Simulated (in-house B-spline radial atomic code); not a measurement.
# Si¹⁰⁺: ionisation energy by several methods

One table from this session's results is given with a row withheld; the runs are named, their logs left out.

Program: in-house B-spline radial atomic code version 1. Level of theory: scalar-relativistic (X2C), several functionals, spin-polarised; spherical all-electron atom at the radial basis limit. These are calculated values, not measurements, unless marked.

## Starting point

```
element       : silicon (Z = 14)
charge        : +10
electrons     : 4
configuration : [He] 2s2
nucleus       : Fermi, rms radius 3.122 fm
```

Outer shells as boxes (Hund's rule):

[He] 2s2
```
[He] core
2s [↑↓]
```

Where spins are not typed, each open shell is filled with up spins first.

Set-up of the first run:

Input settings:

```ini
Z = 14
electrons = 4.0
configuration = [He] 2s2
hamiltonian = x2c
method = camb3lyp
spin_polarised = True
nucleus = fermi
rms_radius = 3.1224
mass_number = 28
atomic_mass = 27.97692653442
speed_of_light = 137.035999084
```

Among the steps run: CAM-B3LYP; exchange-only LDA; PBE; BHandHLYP; HSE06; ωB97X; PBEsol; SCAN.

One of the session's tables, all rows but one given; the rest of the session is left out.

| method | ΔSCF (eV) |
| --- | --- |
| exchange-only LDA | 469.56 |
| PBE | 473.86 |
| PBEsol | 472.79 |
| SCAN | ? |
| BHandHLYP | 473.31 |
| CAM-B3LYP | 473.54 |
| HSE06 | 473.63 |
| ωB97X | 471.44 |

Q: Estimate the row for SCAN from the others.

The run gave: ΔSCF (eV): 472.36. In the column «ΔSCF (eV)» it lies between ωB97X (471.44) and PBEsol (472.79).

To keep in mind: Meta-GGA runs start from a PBE run whose iterations are not counted. Mean absolute error by rung (exchange-only levels left out): GGA 2.95 eV, meta-GGA 3.91 eV, global hybrid 2.96 eV, range-separated hybrid 3.40 eV. Relativistic terms that these runs lack can be as large as the gaps between close methods, so the nearest may be so by luck.
